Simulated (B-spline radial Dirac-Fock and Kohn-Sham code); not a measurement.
**Inner shells of Mo⁷⁺**

What does theory give for molybdenum as Mo⁷⁺? The session works out how cheaper methods do for the levels.

The numbers are computed with B-spline radial Dirac-Fock and Kohn-Sham code (version 5): a free atom or ion on a radial basis; each step names its model.

## Step 1: What is computed

The Mo⁷⁺ ion in the configuration 1s2 2s2 2p6 3s2 3p6 3d10 4s2 4p5.

- nuclear charge: 42
- electrons: 35
- mass number: 98
- nuclear rms radius: 4.4091 fm

## Step 2: Dirac PBE, for comparison

Model: Dirac-Kohn-Sham PBE, finite nucleus, spherical and without spin polarisation.

Input, one item of task.json (shells as n, l, occupation):

```json
{
  "Z": 42,
  "q": 7,
  "cfg": [[1, 0, 2], [2, 0, 2], [2, 1, 6], [3, 0, 2], [3, 1, 6], [3, 2, 10], [4, 0, 2], [4, 1, 5]],
  "A": 98,
  "rrms": 4.4091,
  "tag": "ground",
  "do": ["pbe", "binding", "quiet"],
  "hv": [36.9, 50.2, 99.5, 108.0, 109.0, 210.0, 409.0, 634.0, 665.0, 667.0, 702.0, 1320.0, 1460.0, 2290.0, 3750.0, 8810.0, 9930.0, 11500.0, 11700.0, 18100.0, 43200.0, 51500.0, 94800.0],
  "s": [0, 0.05, 0.1, 0.15, 0.2, 0.25, 0.3, 0.35, 0.4, 0.45, 0.5, 0.6, 0.7, 0.8, 0.9, 1.0, 1.1, 1.2, 1.4, 1.6, 1.8, 2.0, 2.5, 3.0, 3.5, 4.0, 5.0, 6.0],
  "pz": [0, 0.1, 0.2, 0.3, 0.4, 0.5, 0.6, 0.8, 1.0, 1.2, 1.4, 1.6, 1.8, 2.0, 2.5, 3.0, 4.0, 5.0, 7.0, 10.0, 15.0, 20.0, 30.0, 40.0, 60.0, 100.0],
  "hv_scatter": [1000, 2000, 8047.8, 17479.3, 100000, 200000, 500000, 1000000],
  "holes": ["K", "L1", "L2", "L3", "M1", "M2", "M3", "M4", "M5", "N1", "N2", "N3", "N4", "N5", "N6", "N7"]
}
```

Launch:

```bash
$ python xray_run.py task.json out
```

**Question.** What will these runs give? Wanted: Dirac PBE, K: eigenvalue / ΔSCF.

As calculated:

| quantity | value |
| --- | --- |
| Dirac PBE, K: eigenvalue / ΔSCF | 19923.2 / 20202.1 eV |

**Reading.** Dirac PBE misses the K level by -1.0 % with its eigenvalue and by +0.4 % with ΔSCF, so total-energy differences mend most of the error. The Hartree-Fock and Dirac-Fock values hold no electron correlation.
